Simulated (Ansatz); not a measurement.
# CH5BCl3N: one species, many methods

How much do the methods differ for CH5BCl3N? The plan is to run it at one geometry with functionals of several rungs and with coupled cluster. The yardstick is the atomisation energy at the CCSD(T) limit.

Method: functionals in def2-TZVPP, the program's frozen cores in correlated methods; program: Ansatz 0.2.0, Gaussian basis.

Plan: LDA (SPW92), PBE-D4, revPBE-D4, BLYP-D4, r2SCAN-D4, B97M-V, PBE0-D4, B3LYP-D4, r2SCANh-D4, r2SCAN0-D4, HSE06-D4, BHLYP-D4, CAM-B3LYP-D4, LC-ωPBE, ωB97X-V, ωB97M-V, B2PLYP, PBE-QIDH; CCSD(T)/def2-SVP; CCSD(T)/def2-TZVPP; MP2/def2-QZVPP; extrapolation to the limit; RPA on PBE.

### Step 1. The relaxed structure

The geometry comes from an earlier relaxation with PBE0-D4 in a triple-zeta def2 set; it is a stationary point, not always the lowest conformer.

SMILES `C[NH2+][B-](Cl)(Cl)Cl`, 11 atoms, charge 0, spin multiplicity 1.

Atoms are counted from 1 here; the program's logs count them from 0.

Bond lengths: C1–N2 1.476 Å, C1–H7 1.090 Å, C1–H8 1.087 Å, C1–H9 1.087 Å, N2–B3 1.614 Å, N2–H10 1.019 Å, N2–H11 1.019 Å, B3–Cl4 1.827 Å, B3–Cl5 1.835 Å, B3–Cl6 1.827 Å. Angles: N2–C1–H7 110.1°, N2–C1–H8 108.3°, N2–C1–H9 108.3°, H7–C1–H8 110.4°, H7–C1–H9 110.4°, H8–C1–H9 109.2°, C1–N2–B3 117.2°, C1–N2–H10 110.4°, C1–N2–H11 110.4°, B3–N2–H10 105.8°, B3–N2–H11 105.8°, H10–N2–H11 106.5°, N2–B3–Cl4 106.7°, N2–B3–Cl5 103.7°, N2–B3–Cl6 106.7°, Cl4–B3–Cl5 112.7°, Cl4–B3–Cl6 113.6°, Cl5–B3–Cl6 112.7°.

### Step 2. LDA

This LDA is Slater exchange with PW92 correlation.

in.yaml reads:

```yaml
crystal:
  periodic: [false, false, false]
  atoms:
    - {symbol: C, position_ang: [0.133876, -1.081922, 0.824139]}
    - {symbol: N, position_ang: [0.548424, -0.125419, -0.220774]}
    - {symbol: B, position_ang: [-0.486241, 1.056710, -0.591287]}
    - {symbol: Cl, position_ang: [-2.008442, 0.249700, -1.199378]}
    - {symbol: Cl, position_ang: [0.384946, 2.001252, -1.900760]}
    - {symbol: Cl, position_ang: [-0.735064, 2.032134, 0.933502]}
    - {symbol: H, position_ang: [0.914460, -1.825403, 0.982081]}
    - {symbol: H, position_ang: [-0.787400, -1.561476, 0.501922]}
    - {symbol: H, position_ang: [-0.052523, -0.526829, 1.740490]}
    - {symbol: H, position_ang: [1.415903, 0.337787, 0.045393]}
    - {symbol: H, position_ang: [0.737562, -0.613633, -1.094726]}
basis:
  gaussian: {orbitals: def2-TZVPP}
hamiltonian: {xc: lda}
output: {orbitals: {seedname: orbitals}}
```

Launch:

```console
$ ansatz run in.yaml --threads 4 --pin off --events-out ev --progress --plain --max-ram 11315MiB
```

After this run come: PBE-D4 (GGA); revPBE-D4 (GGA); BLYP-D4 (GGA); r2SCAN-D4 (meta-GGA); B97M-V (meta-GGA); PBE0-D4 (hybrid); B3LYP-D4 (hybrid); r2SCANh-D4 (hybrid); r2SCAN0-D4 (hybrid); HSE06-D4 (hybrid); BHLYP-D4 (hybrid); CAM-B3LYP-D4 (range-separated); LC-ωPBE (range-separated); ωB97X-V (range-separated); ωB97M-V (range-separated); B2PLYP (double hybrid); PBE-QIDH (double hybrid); CCSD(T) in def2-SVP; CCSD(T) in def2-TZVPP; MP2 in def2-QZVPP; RPA on PBE orbitals.

Before running them: what should the planned runs give, taken together? Wanted: atomisation energy, CCSD(T)/CBS; farthest beyond LDA; mean size of error, GGA; mean size of error, meta-GGA; mean size of error, hybrid; mean size of error, range-separated; mean size of error, double hybrid; gap, smallest and largest; T1 diagnostic.

**Answer**, as computed:

| quantity | value |
| --- | --- |
| atomisation energy, CCSD(T)/CBS | 939.1 kcal/mol |
| functionals within 4.7 kcal/mol (0.5 %) | revPBE-D4, B3LYP-D4, r2SCANh-D4, CAM-B3LYP-D4, LC-ωPBE, ωB97X-V, PBE-QIDH |
| farthest beyond LDA | BHLYP-D4 (-27.7 kcal/mol) |
| mean size of error, GGA | 10.2 kcal/mol |
| mean size of error, meta-GGA | 5.9 kcal/mol |
| mean size of error, hybrid | 9.5 kcal/mol |
| mean size of error, range-separated | 4.1 kcal/mol |
| mean size of error, double hybrid | 7.2 kcal/mol |
| gap, smallest and largest | 5.53 eV (BLYP-D4), 12.86 eV (LC-ωPBE) |
| T1 diagnostic | 0.0085 |
| triples share of the correlation energy | 4.1 % |

LDA overbinds by 144.8 kcal/mol (15 %). PBE-D4 misses by +23.5 kcal/mol. Double hybrids carry the basis error of their MP2 part in triple zeta, and no dispersion term here, so their miss is partly the set-up's. By mean error the best rung here is range-separated (4.1 kcal/mol) and the worst beyond LDA is GGA (10.2 kcal/mol). hybrid functionals lie within the reference's doubt of that worst mean (9.5 kcal/mol), so those two tie. The gap between the best rungs is small, so their order is not settled. The reference freezes the cores and leaves out relativity and excitations past (T), so misses under about 4.7 kcal/mol can't be ranked. Hartree-Fock recovers 73 % of the binding; the rest is correlation. CCSD(T) in def2-SVP is off by -47.6 kcal/mol, which most functionals beat. The gap grows from 5.5 to 12.9 eV across the functionals, mostly with the share of exact exchange.
